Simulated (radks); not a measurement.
# Nuclear size and the levels of Ho⁺

The task here is to estimate one member of a computed series from the others.

Method: Dirac Kohn-Sham, PBE, spin-unpolarised, spherical densities, finite nucleus; open shells are shared between the two j in proportion to 2j + 1. Code: radks (a radial shooting solver on a logarithmic mesh, Libxc functionals) version 1.

### Starting point

```
element            : holmium (Z = 67)
charge             : +1
electrons          : 66
configuration      : [Xe] 4f11 6s1
nuclear rms radius : 5.2022 fm
```

Outer shells as boxes (Hund's rule):

Ho⁺
```
[Xe] core
4f [↑↓][↑↓][↑↓][↑↓][↑ ][↑ ][↑ ]
6s [↑ ]
```

Set-up of the first run:

Input:

```text
Z 67
configuration [Xe] 4f11 6s1 5d0 6p0
relativity Dirac
functional pbe,pbe
spin unpolarised
j_filling average
nucleus finite rms 5.2022 fm
c 137.035999084
```

Steps of the session up to this table: rms radius 5.2022 fm.

One of the session's tables, all rows but one given; the rest of the session is left out.

Sizes of the orbitals, from the radial functions (bohr):

| level | <r> | outermost maximum (interpolated) | 90 % within | nodes |
| --- | --- | --- | --- | --- |
| 5p3/2 | 1.552 | 1.33 | 2.29 | 3 |
| 4f5/2 | 0.8390 | 0.521 | 1.47 | 0 |
| 4f7/2 | 0.8599 | 0.526 | 1.52 | 0 |
| 6s1/2 | 3.674 | 3.19 | 5.36 | 5 |
| 5d3/2 | 2.746 | 1.96 | 4.46 | 2 |
| 5d5/2 | 2.837 | 2.02 | 4.61 | 2 |
| 6p1/2 | 4.605 | 3.98 | 6.75 | 4 |
| 6p3/2 | ? | ? | ? | ? |

**Question.** Estimate the row for 6p3/2.

**Answer.** <r>: 4.872; outermost maximum (interpolated): 4.24; 90 % within: 7.11; nodes: 4. In the column «<r>» it is the highest.
